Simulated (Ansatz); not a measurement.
# AlB2H8NSi: one species, many methods

An exercise on one series of results from a longer session: the logs are not shown, and one member is left open.

Computed with Ansatz 0.2.0, Gaussian basis. Level: functionals in def2-TZVPP, the program's frozen cores in correlated methods.

The runs, in order: LDA (SPW92), PBE-D4, revPBE-D4, BLYP-D4, r2SCAN-D4, B97M-V, PBE0-D4, B3LYP-D4, r2SCANh-D4, r2SCAN0-D4, HSE06-D4, BHLYP-D4, CAM-B3LYP-D4, LC-ωPBE, ωB97X-V, ωB97M-V, B2PLYP, PBE-QIDH; CCSD(T)/def2-SVP; CCSD(T)/def2-TZVPP; MP2/def2-QZVPP; extrapolation to the limit; RPA on PBE.

### The relaxed structure

All runs share one geometry, relaxed beforehand with PBE0-D4 in a triple-zeta def2 set.

13 atoms, charge 0, spin multiplicity 1.

Atoms are counted from 1 here; the program's logs count them from 0.

Bond lengths: B1–B2 1.634 Å, B1–Al4 2.253 Å, B1–H6 1.196 Å, B1–H7 1.228 Å, B2–Si3 1.869 Å, B2–Al4 2.223 Å, B2–H8 1.189 Å, Si3–H9 1.482 Å, Si3–H10 1.488 Å, Al4–N5 1.765 Å, Al4–H11 1.579 Å, N5–H12 1.007 Å, N5–H13 1.007 Å. Angles: B2–B1–Al4 67.6°, B2–B1–H6 121.7°, B2–B1–H7 124.9°, Al4–B1–H6 132.9°, Al4–B1–H7 70.6°, H6–B1–H7 112.9°, B1–B2–Si3 85.6°, B1–B2–Al4 69.6°, B1–B2–H8 129.2°, Si3–B2–Al4 94.9°, Si3–B2–H8 126.9°, Al4–B2–H8 131.6°, B2–Si3–H9 126.2°, B2–Si3–H10 124.0°, H9–Si3–H10 109.1°, B1–Al4–B2 42.8°, B1–Al4–N5 112.8°, B1–Al4–H11 120.2° and more.

Set-up of the first run:

Contents of in.yaml:

```yaml
crystal:
  periodic: [false, false, false]
  atoms:
    - {symbol: B, position_ang: [-0.537733, -1.034782, -0.552770]}
    - {symbol: B, position_ang: [0.959835, -0.399918, -0.705267]}
    - {symbol: Si, position_ang: [1.413194, -1.493986, 0.740215]}
    - {symbol: Al, position_ang: [-0.341174, 0.956598, 0.481629]}
    - {symbol: N, position_ang: [-1.018306, 2.286274, -0.460916]}
    - {symbol: H, position_ang: [-1.165004, -1.401081, -1.502468]}
    - {symbol: H, position_ang: [-1.192158, -1.048399, 0.486552]}
    - {symbol: H, position_ang: [1.600624, -0.216681, -1.689367]}
    - {symbol: H, position_ang: [0.689404, -1.584750, 2.030020]}
    - {symbol: H, position_ang: [2.437301, -2.572318, 0.679405]}
    - {symbol: H, position_ang: [-0.364792, 1.038759, 2.057892]}
    - {symbol: H, position_ang: [-1.039148, 2.307373, -1.467853]}
    - {symbol: H, position_ang: [-1.421443, 3.128312, -0.082274]}
basis:
  gaussian: {orbitals: def2-TZVPP}
hamiltonian: {xc: lda}
output: {orbitals: {seedname: orbitals}}
```

On the command line:

```sh
> ansatz run in.yaml --threads 4 --pin off --events-out ev --progress --plain --max-ram 10444MiB
```

Steps of the session up to this table: LDA; PBE-D4 (GGA); revPBE-D4 (GGA); BLYP-D4 (GGA); r2SCAN-D4 (meta-GGA); B97M-V (meta-GGA); PBE0-D4 (hybrid); B3LYP-D4 (hybrid); r2SCANh-D4 (hybrid); r2SCAN0-D4 (hybrid); HSE06-D4 (hybrid); BHLYP-D4 (hybrid); CAM-B3LYP-D4 (range-separated); LC-ωPBE (range-separated); ωB97X-V (range-separated); ωB97M-V (range-separated); B2PLYP (double hybrid); PBE-QIDH (double hybrid).

One of the session's tables, all rows but one given; the rest of the session is left out.

It belongs to the step «Orbital energies across the functionals». 

```
  functional  HOMO (eV)  LUMO (eV)  gap (eV)
 LDA (SPW92)      -6.26      -3.30      2.96
      PBE-D4      -6.14      -3.10      3.03
   revPBE-D4      -6.09      -3.02      3.06
     BLYP-D4      -5.97      -2.91      3.06
   r2SCAN-D4      -6.34      -2.98      3.36
      B97M-V          ?          ?         ?
     PBE0-D4      -7.14      -2.33      4.81
    B3LYP-D4      -6.92      -2.45      4.47
  r2SCANh-D4      -6.71      -2.69      4.02
  r2SCAN0-D4      -7.26      -2.27      5.00
    HSE06-D4      -6.75      -2.70      4.05
    BHLYP-D4      -7.94      -1.38      6.56
CAM-B3LYP-D4      -8.31      -1.24      7.07
     LC-ωPBE      -9.59      -0.26      9.33
     ωB97X-V      -9.28      -0.30      8.98
     ωB97M-V      -9.13      -0.47      8.66
```

**Question.** Estimate the row for B97M-V.

The run gave: HOMO (eV): -6.43; LUMO (eV): -3.02; gap (eV): 3.41. In the column «HOMO (eV)» it lies between r2SCANh-D4 (-6.71) and r2SCAN-D4 (-6.34).
